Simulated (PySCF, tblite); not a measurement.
**C₃H₄F₂O₂S: geometry, infrared bands and NMR shifts**

What infrared bands and NMR shifts should C₃H₄F₂O₂S (`O=S1(=O)[C@H](F)C[C@@H]1F`) show?

Computed with tblite 0.8.0 and PySCF 2.14.0, with density-fitted response routines of our own, on a single molecule in the gas phase. Atoms are numbered from 0 throughout.

## Step 1: Starting geometry

12 atoms, charge 0, multiplicity 1; geometry from: force field or distance geometry start.

Bonds of the start (Å): O0–S1 1.44, S1–O2 1.46, S1–C3 1.79, C3–F4 1.34, C3–C5 1.56, C5–C6 1.55, C6–F7 1.35, C6–S1 1.78, C3–H8 1.10, C5–H9 1.10, C5–H10 1.09, C6–H11 1.10.

## Step 2: Geometry optimisation with GFN2-xTB

The job: settings as JSON, then the geometry in Å.

```
{"job": {"kind": "relax", "xc": "GFN2-xTB", "basis": "xTB"}, "charge": 0, "multiplicity": 1}
O     -0.339200     2.255000    -0.841900
S     -0.180700     1.256100     0.177700
O     -0.176800     1.577300     1.605300
C      1.106100     0.077900    -0.208400
F      1.475900     0.024900    -1.495100
C      0.154800    -1.066800     0.251500
C     -1.090800    -0.243200    -0.145800
F     -1.494700    -0.397600    -1.419900
H      1.980700     0.189000     0.456500
H      0.216400    -1.293700     1.330300
H      0.277600    -2.006800    -0.296000
H     -1.928200    -0.372700     0.559800
```

Launch:

```sh
$ OMP_NUM_THREADS=1 python probes_run.py task.json out
```

This one command runs all jobs of the session in turn.

**Question.** This job is followed by: GFN2-xTB harmonic vibrations, gas phase; GIAO PBE0/pcSseg-1 NMR shielding, non-relativistic, gas phase. What will the session give for the following? strongest single infrared mode (GFN2-xTB); zero-point energy (GFN2-xTB); 13C shifts against TMS (PBE0/pcSseg-1, means over atoms taken as alike); 1H shifts against TMS (PBE0/pcSseg-1, means over atoms taken as alike); 17O shifts against H2O (PBE0/pcSseg-1); 33S shifts against CS2 (PBE0/pcSseg-1); 19F shifts against CFCl3 (PBE0/pcSseg-1, means over atoms taken as alike).

**Answer**, as computed:

| quantity | value |
| --- | --- |
| strongest single infrared mode (GFN2-xTB) | 1296 cm⁻¹, 463 km/mol |
| zero-point energy (GFN2-xTB) | 46.5 kcal/mol |
| 13C shifts against TMS (PBE0/pcSseg-1, means over atoms taken as alike) | 116.0, 32.7 ppm |
| 1H shifts against TMS (PBE0/pcSseg-1, means over atoms taken as alike) | 5.75, 3.09, 2.53 ppm |
| 17O shifts against H2O (PBE0/pcSseg-1) | 249.7, 214.8 ppm |
| 33S shifts against CS2 (PBE0/pcSseg-1) | 336 ppm |
| 19F shifts against CFCl3 (PBE0/pcSseg-1, means over atoms taken as alike) | -175.2 ppm |

In words: Relaxing lowered the energy by 0.492 eV in 72 steps; the close pair that moved most is S1–C6, from 1.783 to 1.875 Å. All 30 modes are real, so the xTB geometry is a minimum. Unscaled tight-binding wavenumbers are off by several per cent, some by more. Its intensities can rank the bands wrongly. C3, C6 (mean) (sp3 CH bonded to F and S) lies farthest downfield among carbon, at 116.0 ppm; pulled downfield by the heteroatom. The most deshielded hydrogen is H8, H11 (mean) (hydrogen on an sp3 CH bonded to F and S), at 5.75 ppm: its carbon carries F, which withdraws density. At PBE0/pcSseg-1: Shielding is most anisotropic at S1 (span 227 ppm, paramagnetic term -883 ppm).
